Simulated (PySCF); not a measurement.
The system is OScFClH, in a box.

```
CELL_PARAMETERS angstrom
13.00000 0.00000 0.00000
0.00000 13.00000 0.00000
0.00000 0.00000 12.00000
ATOMIC_POSITIONS crystal
O 0.58625 0.59246 0.56606
Sc 0.52652 0.46949 0.52696
F 0.58482 0.34982 0.57773
Cl 0.38110 0.46362 0.41638
H 0.62090 0.65342 0.58928
```

Program: PySCF 2.14.0. Alike in all runs: task atomic charges; potentials or basis def2-svp (all-electron); no spin polarisation; cell as given; k mesh 1 × 1 × 1; smearing fixed.

Q: Order these runs on this cell by their band gap on the k mesh, lowest first.
A. level M06+D4; exxdiv ewald
B. level RPBE+D4
C. level SCAN+D4

A: B (3.95 eV), C (4.61 eV), A (6.35 eV).

Caveats: this is a molecule in a periodic box at the Γ point, so its band gap is the HOMO-LUMO gap; the basis of atomic orbitals isn't converged, which shifts pressures, moduli and gaps.

Runs at the PBE level aren't shown here.
